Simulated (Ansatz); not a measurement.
**GeH4NS radical: up Jacob's ladder to CCSD(T)**

One table from this session's results is given with a row withheld; the runs are named, their logs left out.

Computed with Ansatz 0.2.0, Gaussian basis. Level: functionals in def2-TZVPP, the program's frozen cores in correlated methods.

Levels to be run: LDA (SPW92), PBE-D4, revPBE-D4, BLYP-D4, r2SCAN-D4, B97M-V, PBE0-D4, B3LYP-D4, r2SCANh-D4, r2SCAN0-D4, HSE06-D4, BHLYP-D4, CAM-B3LYP-D4, LC-ωPBE, ωB97X-V, ωB97M-V, B2PLYP, PBE-QIDH; CCSD(T)/def2-SVP; CCSD(T)/def2-TZVPP; MP2/def2-QZVPP; extrapolation to the limit; RPA on PBE.

## The relaxed structure

An earlier PBE0-D4 in a triple-zeta def2 set relaxation fixed the geometry.

SMILES `[NH2][GeH2][S]`, 7 atoms, charge 0, spin multiplicity 2.

Atoms are counted from 1 here; the program's logs count them from 0.

Bond lengths: N1–Ge2 1.831 Å, N1–H4 1.011 Å, N1–H5 1.010 Å, Ge2–S3 2.205 Å, Ge2–H6 1.536 Å, Ge2–H7 1.549 Å. Angles: Ge2–N1–H4 114.8°, Ge2–N1–H5 114.9°, H4–N1–H5 109.5°, N1–Ge2–S3 108.8°, N1–Ge2–H6 106.5°, N1–Ge2–H7 116.2°, S3–Ge2–H6 112.2°, S3–Ge2–H7 102.3°, H6–Ge2–H7 110.8°.

The first run:

File in.yaml:

```yaml
crystal:
  periodic: [false, false, false]
  atoms:
    - {symbol: N, position_ang: [-1.052194, 0.141784, -0.526371]}
    - {symbol: Ge, position_ang: [0.521784, -0.021960, 0.395561]}
    - {symbol: S, position_ang: [0.877751, -2.156040, 0.823061]}
    - {symbol: H, position_ang: [-1.392864, 1.088944, -0.618828]}
    - {symbol: H, position_ang: [-1.064846, -0.311545, -1.429101]}
    - {symbol: H, position_ang: [0.364299, 0.808958, 1.677712]}
    - {symbol: H, position_ang: [1.807369, 0.381858, -0.367733]}
basis:
  gaussian: {orbitals: def2-TZVPP}
magnetization: {spin_polarized: true, initial_magnetization: 1}
hamiltonian: {xc: lda}
output: {orbitals: {seedname: orbitals}}
```

Started as:

```bash
$ ansatz run in.yaml --threads 4 --pin off --events-out ev --progress --plain --max-ram 10444MiB
```

Steps of the session up to this table: LDA; PBE-D4 (GGA); revPBE-D4 (GGA); BLYP-D4 (GGA); r2SCAN-D4 (meta-GGA); B97M-V (meta-GGA); B3LYP-D4 (hybrid); r2SCANh-D4 (hybrid); r2SCAN0-D4 (hybrid); HSE06-D4 (hybrid); BHLYP-D4 (hybrid); CAM-B3LYP-D4 (range-separated); LC-ωPBE (range-separated); ωB97X-V (range-separated); ωB97M-V (range-separated); B2PLYP (double hybrid); PBE-QIDH (double hybrid).

One of the session's tables, all rows but one given; the rest of the session is left out.

It belongs to the step «Orbital energies across the functionals». 

```
  functional  HOMO (eV)  LUMO (eV)  gap (eV)
 LDA (SPW92)      -5.96      -5.82      0.14
      PBE-D4          ?          ?         ?
   revPBE-D4      -5.90      -5.32      0.58
     BLYP-D4      -5.78      -5.38      0.40
   r2SCAN-D4      -6.25      -5.05      1.20
      B97M-V      -6.31      -5.26      1.06
     PBE0-D4      -7.21      -4.28      2.94
    B3LYP-D4      -6.97      -4.66      2.30
  r2SCANh-D4      -6.71      -4.63      2.08
  r2SCAN0-D4      -7.41      -4.00      3.41
    HSE06-D4      -6.81      -4.67      2.14
    BHLYP-D4      -8.33      -3.12      5.20
CAM-B3LYP-D4      -8.56      -3.14      5.42
     LC-ωPBE     -10.00      -1.66      8.34
     ωB97X-V      -9.62      -2.17      7.45
     ωB97M-V      -9.41      -2.28      7.13
```

Estimate the missing values for PBE-D4.

The run gave: HOMO (eV): -5.94; LUMO (eV): -5.43; gap (eV): 0.51. In the column «HOMO (eV)» it lies between LDA (SPW92) (-5.96) and revPBE-D4 (-5.90).
